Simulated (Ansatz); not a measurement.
# LiMgBN2: a line through an energy map

An exercise on one series of results from a longer session: the logs are not shown, and one member is left open.

Method: DFT PBEsol, scalar-relativistic, plane waves, PAW, in Ansatz 0.2.0.

1 further run of the same task is left out (set aside as unsound or not needed).

### The starting structure

Symmetry: I-4m2, No. 119, tetragonal system. The conventional cell has a = 3.779 Å, b = 3.779 Å, c = 8.848 Å, α = 90.00°, β = 90.00°, γ = 90.00°. Li (site symmetry -4m2) has 4 N at 2.08 Å as nearest neighbours. Mg (site symmetry -4m2) is surrounded by 4 N at 2.08 Å. B (site symmetry -4m2) has 2 N at 1.34 Å as nearest neighbours. N (site symmetry 2mm) is surrounded by 1 B at 1.34 Å.

Coordinates:

```
Li Mg B N
1.0
    -1.88930    1.88930    4.42384
     1.88930   -1.88930    4.42384
     1.88930    1.88930   -4.42384
Li Mg B N
1 1 1 2
Direct
  0.25000 0.75000 0.50000
  0.75000 0.25000 0.50000
  0.50000 0.50000 0.00000
  0.65174 0.65174 0.00000
  0.34826 0.34826 0.00000
```

It goes back to an entry of the Materials Project, which need not be the stable form.

It is the result of an earlier relaxation at this level (volume 12.63 Å³/atom; gap on the mesh: 2.54 eV).

### The scan

Atoms count from 1 in the order of the input.

The energy is mapped over a free internal coordinate and the cell.

- shift of N4 along [0 0 1], its symmetry partners moved as symmetry demands (measured in the relaxed cell): 5 values from −0.161 to 0.161 Å
- volume per atom at fixed shape: 5 values from 10.86 to 14.40 Å³

Nothing else is relaxed (all other coordinates fixed). Energies count from the relaxed crystal. Points are written as (first, second).

Set-up of the first run:

Input file input.yaml:

```yaml
crystal:
  lattice:
    - [-1.7966643998, 1.7966643998, 4.2069354163]
    - [1.7966643998, -1.7966643998, 4.2069354163]
    - [1.7966643998, 1.7966643998, -4.2069354163]
  atoms:
    - { symbol: Li, position: [0.25, 0.75, 0.5] }
    - { symbol: Mg, position: [0.75, 0.25, 0.5] }
    - { symbol: B, position: [0.5, 0.5, 0.0] }
    - { symbol: "N", position: [0.6335425343, 0.6335425343, 0.0] }
    - { symbol: "N", position: [0.3664574657, 0.3664574657, 0.0] }
basis:
  ecutwfc: 520.0
kpoints:
  mp_grid: { grid: [8, 8, 8] }
hamiltonian:
  xc: pbesol
  pseudopotentials: { kind: paw }
scf:
  occupations: { method: gaussian, width: 0.05 }
output:
  forces: true
  stress: true
  eigenvalues: true
```

Run with:

```bash
> ansatz run input.yaml --threads 1 --pin off --max-ram 2048MiB --backend cpu --events-out ev --progress --plain --runs-dir out
```

Steps of the session up to this table: The run at (−0.161 Å, 10.86 Å³); Point (−0.161 Å, 11.75 Å³); Grid point (−0.161 Å, 12.63 Å³); The run at (−0.161 Å, 13.52 Å³); Grid point (−0.161 Å, 14.40 Å³).

One of the session's tables, all rows but one given; the rest of the session is left out.

| volume per atom at fixed shape (Å³) | energy (meV/atom) | slope (meV/atom per Å³) | pressure (GPa) | band gap on the k-mesh (eV) | largest force on an atom (eV/Å) |
| --- | --- | --- | --- | --- | --- |
| 10.86 | 803 | −326 | 52.2 | 3.19 | 22.1 |
| 11.75 | 565 | −218 | 34.9 | 2.96 | 18.0 |
| 12.63 | 410 | −138 | 22.0 | 2.75 | 14.7 |
| 13.52 | ? | ? | ? | ? | ? |
| 14.40 | 268 | −32 | 5.1 | 2.37 | 9.5 |

**Question.** Estimate the row for volume per atom at fixed shape (Å³) = 13.52.

Worked estimate for «energy (meV/atom)». A straight line through the neighbours (12.63, 410) and (14.40, 268) gives 410 + (268 − 410) × (13.52 − 12.63) / (14.40 − 12.63) = 339; a parabola fitted to 3 rows on both sides gives 310.

As computed: energy (meV/atom): 316; slope (meV/atom per Å³): −77; pressure (GPa): 12.4; band gap on the k-mesh (eV): 2.56; largest force on an atom (eV/Å): 11.8. In «energy (meV/atom)» the line misses by +23 and the parabola by -6.

Energies count from the relaxed crystal. Slopes come from the forces (and the stress, where the cell changes), not from differences of energies.

What this shows: Along this line the energy keeps falling to 14.40 Å³, the edge of the range. The highest point computed, at 10.86 Å³, lies 534 meV/atom above the lowest. Where forces pass 15 eV/Å atoms stand far too close, the PAW spheres overlap strongly and those numbers are rough.
